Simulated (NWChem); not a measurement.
# singlet [SiNH2F2]−: levels of theory compared

We compute a comparison of 6 runs (M06-2X/def2-SVPD, PBE0/def2-SVPD, B3LYP/def2-SVPD, PBE/def2-SVPD, MP2/def2-SVPD, CCSD(T)/def2-SVPD) of singlet [SiNH2F2]−. 

The calculation is run with NWChem 7.3.0.

1 further run of the same task is left out (set aside as unsound or not needed). Runs told in other sessions of the task aren't counted.

## (1) Starting point

[SiNH2F2]−: 6 atoms, total charge -1, spin state singlet. SMILES of the parent species: `[NH][SiH](F)F`. The shape is that of a PBE0-D4/def2-TZVP optimisation. This is one conformer, not always the lowest. That shape belongs to the parent species and isn't relaxed for this state.

Bond lengths: N1–Si2 1.727 Å, Si2–F3 1.580 Å, Si2–F4 1.587 Å, N1–H5 1.021 Å, Si2–H6 1.473 Å. Angles: N1–Si2–F3 107.9°, N1–Si2–F4 114.0°, F3–Si2–F4 106.4°, N1–Si2–H6 109.2°, F3–Si2–H6 109.9°, F4–Si2–H6 109.3°, Si2–N1–H5 116.5°.

## (2) The energy at M06-2X/def2-SVPD (run 1)

geom.nw reads:

```
start geom
title "F2H2NSi"
memory total 2200 mb
charge -1

geometry noautosym nocenter noautoz
  N    -0.025400    1.001700   -0.903700
  Si    0.188000   -0.244900    0.273000
  F     1.578700   -0.941400   -0.004700
  F    -0.908600   -1.390200    0.207400
  H    -0.977800    1.156700   -1.236500
  H     0.187200    0.354100    1.618300
end

basis "ao basis" spherical bse
  * library def2-SVPD
end

dft
  xc m06-2x
  mult 1
  grid fine
  convergence energy 1e-08
  maxiter 100
  mulliken
  print low
end

task dft energy
```

Command:

```sh
$ nwchem geom.nw > geom.out
```

Output:

```text
[...]
 d= 0,ls=0.0,diis     1   -544.7739007066 -7.21D+02  2.68D-02  1.04D+00     2.4
[...]
 d= 0,ls=0.0,diis    10   -544.9062637317 -5.75D-09  1.43D-06  2.71D-09    20.7
         Total DFT energy =     -544.906263731683
      One electron energy =    -1114.218659431710
           Coulomb energy =      443.263643655245
    Exchange-Corr. energy =      -49.697213828229
 Nuclear repulsion energy =      175.745965873010
[...]
      Total Density - Mulliken Population Analysis
     ---------------------------------------------
    Atom       Charge   Shell Charges
 -----------   ------   -------------------------------------------------------
    1 N    7     7.38   1.99  1.01  0.50  0.14  2.32  1.43  0.01 -0.01
    2 Si  14    12.97   2.00  1.98  0.89 -0.34  0.17  5.93  1.13  0.36  0.56  0.30
    3 F    9     9.68   1.99  1.12  0.79  0.14  3.36  2.05  0.23  0.00  0.01
    4 F    9     9.70   1.99  1.11  0.79  0.14  3.36  2.05  0.23  0.00  0.01
    5 H    1     1.21   0.74  0.30  0.05  0.12
    6 H    1     1.06   0.76  0.29  0.01  0.01
[...]
```

It took 22 s on 1 thread of Intel Xeon 6975P-C (Granite Rapids), shared host; peak memory 0.11 GiB.

## (3) A single-point energy at PBE0/def2-SVPD (run 2)

test.nw reads:

```
start test
title "F2H2NSi"
memory 2200 mb
charge -1

geometry noautosym nocenter noautoz
 N     -0.025400     1.001700    -0.903700
 Si     0.188000    -0.244900     0.273000
 F      1.578700    -0.941400    -0.004700
 F     -0.908600    -1.390200     0.207400
 H     -0.977800     1.156700    -1.236500
 H      0.187200     0.354100     1.618300
end

basis "ao basis" spherical bse
 * library def2-SVPD
end

dft
 xc pbe0
 grid fine
 convergence energy 1e-08
 maxiter 100
 mulliken
 print low
end

task dft energy
```

Command:

```sh
$ nwchem test.nw > test.out
```

Output:

```text
[...]
 d= 0,ls=0.0,diis     1   -544.4986870985 -7.20D+02  2.97D-02  1.07D+00     2.3
[...]
 d= 0,ls=0.0,diis    10   -544.6354812670 -9.73D-09  1.80D-06  1.63D-08    19.2
         Total DFT energy =     -544.635481267021
      One electron energy =    -1114.231550665885
           Coulomb energy =      443.255529940388
    Exchange-Corr. energy =      -49.405426414533
 Nuclear repulsion energy =      175.745965873010
[...]
      Total Density - Mulliken Population Analysis
     ---------------------------------------------
    Atom       Charge   Shell Charges
 -----------   ------   -------------------------------------------------------
    1 N    7     7.37   1.99  1.02  0.49  0.14  2.31  1.41  0.01 -0.00
    2 Si  14    12.97   2.00  1.98  0.92 -0.38  0.19  5.93  1.15  0.32  0.56  0.31
    3 F    9     9.68   1.99  1.13  0.78  0.15  3.36  2.02  0.24  0.00  0.01
    4 F    9     9.70   1.99  1.13  0.79  0.15  3.36  2.03  0.25  0.00  0.01
    5 H    1     1.20   0.74  0.28  0.05  0.13
    6 H    1     1.08   0.75  0.30  0.01  0.02
[...]
```

Run time: 20 s. Hardware: 1 thread of Intel Xeon 6975P-C (Granite Rapids), shared host; peak memory 0.11 GiB.

## (4) A single-point energy at B3LYP/def2-SVPD (run 3)

input.nw reads:

```
start input
memory total 2200 mb
charge -1

geometry noautosym nocenter noautoz
   N    -0.025400    1.001700   -0.903700
   Si    0.188000   -0.244900    0.273000
   F     1.578700   -0.941400   -0.004700
   F    -0.908600   -1.390200    0.207400
   H    -0.977800    1.156700   -1.236500
   H     0.187200    0.354100    1.618300
end

basis spherical bse
   * library def2-SVPD
end

dft
   xc b3lyp
   grid fine
   convergence energy 1e-08
   iterations 100
   mulliken
end

task dft
```

Command:

```sh
$ nwchem input.nw > input.out
```

Output:

```text
[...]
          Wavefunction type:  closed shell.
          No. of atoms     :     6
          No. of electrons :    42
[...]
          Charge           :    -1
          Spin multiplicity:     1
[...]
          AO basis - number of functions:   106
[...]
              XC Information
              --------------
                         B3LYP Method XC Potential
                     Hartree-Fock (Exact) Exchange  0.200
                        Slater Exchange Functional  0.800 local
                    Becke 1988 Exchange Functional  0.720 non-local
              Lee-Yang-Parr Correlation Functional  0.810
                  VWN I RPA Correlation Functional  0.190 local
[...]
 d= 0,ls=0.0,diis     1   -544.8971907079 -7.21D+02  3.23D-02  1.10D+00     2.3
[...]
 d= 0,ls=0.0,diis    10   -545.0358612232 -9.91D-09  2.50D-06  3.22D-08    17.8
         Total DFT energy =     -545.035861223161
      One electron energy =    -1114.135804012132
           Coulomb energy =      443.164170251325
    Exchange-Corr. energy =      -49.810193335365
 Nuclear repulsion energy =      175.745965873010
[...]
      Total Density - Mulliken Population Analysis
     ---------------------------------------------
    Atom       Charge   Shell Charges
 -----------   ------   -------------------------------------------------------
    1 N    7     7.28   1.99  1.03  0.45  0.15  2.34  1.32  0.01 -0.01
    2 Si  14    13.08   2.00  1.98  0.95 -0.36  0.19  5.92  1.16  0.35  0.56  0.33
    3 F    9     9.67   1.99  1.13  0.77  0.17  3.37  1.99  0.24  0.00  0.01
    4 F    9     9.69   1.99  1.13  0.77  0.17  3.37  1.99  0.25  0.00  0.01
    5 H    1     1.26   0.75  0.32  0.05  0.14
    6 H    1     1.02   0.77  0.23  0.01  0.01
[...]
```

It took 19 s on 1 thread of Intel Xeon 6975P-C (Granite Rapids), shared host; peak memory 0.11 GiB.

Runs 4 to 5 aren't shown in full; the table further down has their settings and results.

## (5) The energy at CCSD(T)/def2-SVPD (run 6)

struct.nw reads:

```
echo
start struct
title "F2H2NSi"
memory 2200 mb
charge -1
geometry units angstroms noautosym nocenter noautoz
 N       -0.025400       1.001700      -0.903700
 Si       0.188000      -0.244900       0.273000
 F        1.578700      -0.941400      -0.004700
 F       -0.908600      -1.390200       0.207400
 H       -0.977800       1.156700      -1.236500
 H        0.187200       0.354100       1.618300
end
basis spherical bse
 * library def2-SVPD
end
scf
 thresh 1e-08
 maxiter 80
 print medium
end
ccsd
 freeze core 8
 maxiter 60
end
task ccsd(t)
```

Command:

```sh
$ nwchem struct.nw > struct.out
```

Output:

```text
[...]
  functions       =   106
[...]
  wavefunction    = RHF
[...]
         Total SCF energy =   -543.270776800279
      One-electron energy =  -1114.118787795104
      Two-electron energy =    395.102045121815
 Nuclear repulsion energy =    175.745965873010
        Time for solution =     18.2s
[...]
 Total MP2 energy:           -543.958032453017950
[...]
             energy      energy      error      ampl     ampl      Block
                                                time     time      time
[...]
 Total CCSD energy:           -543.973041981312690
[...]
 Total CCSD+T(CCSD) energy:           -543.994850065758101
[...]
 Total CCSD(T) energy:                -543.992600433255120
[...]
```

Run time: 4.1 min. Hardware: 1 thread of Intel Xeon 6975P-C (Granite Rapids), shared host; peak memory 0.39 GiB.

## (6) Overview of the runs

```tsv
run	level	integration grid	iteration cap	energy (Eh)	wall time
1	M06-2X/def2-SVPD	fine	100	-544.906264	22 s
2	PBE0/def2-SVPD	fine	100	-544.635481	20 s
3	B3LYP/def2-SVPD	fine	100	-545.035861	19 s
4	PBE/def2-SVPD	fine	100	-544.610672	22 s
5	MP2/def2-SVPD	–	80	-543.958032	22 s
6	CCSD(T)/def2-SVPD	–	80	-543.992600	4.1 min
```

## (7) What came out

```
                                                    quantity          value
                                         run 6: total energy  -543.99260 Eh
                  run 6: HOMO energy (Hartree–Fock orbitals)       -2.96 eV
                  run 6: LUMO energy (Hartree–Fock orbitals)        6.60 eV
run 6: HOMO–LUMO gap (to an unbound level, set by the basis)        9.57 eV
          run 6: correlation energy (8 core orbitals frozen)     -721.8 mEh
                                       run 6: (T) correction     -19.56 mEh
```

Totals of different functionals can't be ranked against each other. In runs 3, 4 the HOMO lies above zero, from self-interaction, a short basis or an electron that isn't bound. All runs together took 5.9 min, the longest 4.1 min.
